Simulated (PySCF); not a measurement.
**MoHOH: structure of the quintet**

The task is one start of a wider search on MoHOH: the quintet, from a bent start. It is relaxed, tested by its Hessian and followed downhill if it is a saddle.

Program: PySCF 2.14.0. Level of theory: PBE0, basis Mo def2-TZVP with ECP28, H def2-TZVP, O def2-TZVP, scalar-relativistic core potentials, no spin–orbit coupling, density fitting. These are calculated values, not measurements.

## Step 1: The system as given

4 atoms, charge 0, spin multiplicity 5.

Bond lengths: Mo1–H2 1.700 Å, Mo1–O3 2.010 Å, O3–H4 0.960 Å. Angles: H2–Mo1–O3 110.0°, Mo1–O3–H4 130.0°.

```xyz
4
charge 0 multiplicity 5
Mo    0.0000    0.0000    0.0000
H     1.3926    0.0000    0.9751
O    -1.6465    0.0000    1.1529
H    -2.1520    0.7354    1.5068
```

## Step 2: First SCF at the start

One driver script runs all steps and calls PySCF; scf.py shows how it sets up the SCF of each step. The optimiser is the driver's own. After this first run the driver tries any further starts and a stability analysis.

scf.py reads:

```python
from pyscf import gto, scf, dft
mol = gto.M(atom='''
Mo     0.000000     0.000000     0.000000
H      1.392600     0.000000     0.975100
O     -1.646500     0.000000     1.152900
H     -2.152000     0.735400     1.506800''',
    basis={'Mo': 'def2-TZVP', 'H': 'def2-TZVP', 'O': 'def2-TZVP'},
    ecp={'Mo': 'def2-TZVP'},
    charge=0, spin=4)
mf = dft.UKS(mol, xc='PBE0')
mf.grids.atom_grid = (50, 194)
aux = {'Mo': 'def2-universal-JKFIT', 'H': 'def2-universal-JKFIT', 'O': 'def2-universal-JKFIT'}
mf = mf.density_fit(auxbasis=aux)
mf.conv_tol = 1e-08
mf.diis_space = 10
mf.max_cycle = 60
mf.init_guess = 'minao'
mf.verbose = 4
mf.kernel()
```

Started as:

```bash
OMP_NUM_THREADS=2 python axn.py task.json out
```

The runs that follow: Relaxing the quintet from the bent start; Hessian and properties.

Before running it: what results should come out? Wanted: minimum; geometry; wavenumbers; dipole moment; highest occupied, lowest empty level; polar-tensor charge of Mo1; zero-point energy; atomisation energy; ⟨S²⟩.

The runs gave:

```
                                          quantity                                                                  value
                                           minimum                                                            quintet, C1
                                          geometry  Mo–H 1.721 Å, Mo–O 1.892 Å, O–H 0.962 Å; H–Mo–O 119.3°, H–O–Mo 120.9°
                                wavenumbers (cm⁻¹)                 317 (a), 466 (a), 674 (a), 686 (a), 1825 (a), 3848 (a)
                                     dipole moment                                                                 1.74 D
highest occupied, lowest empty level (either spin)                                                        -5.83, -1.86 eV
                        polar-tensor charge of Mo1                                                                +0.94 e
                                 zero-point energy                                                            46.7 kJ/mol
                               entropy at 298.15 K                                                        279.4 J/(mol K)
         atomisation energy (no zero-point energy)                                                            1040 kJ/mol
                                              ⟨S²⟩                                                                  6.025
```

In words: The bent start ends in a minimum without symmetry. In the infrared the band at 674 cm⁻¹ (a) leads. Most of the spin sits on Mo1 (Mulliken spin 4.15, against 4 for the whole molecule). Only this shape and spin were tried, so other structures or states may lie lower. Open d and f shells are described by one determinant, and the ground state may have another occupation or spin.
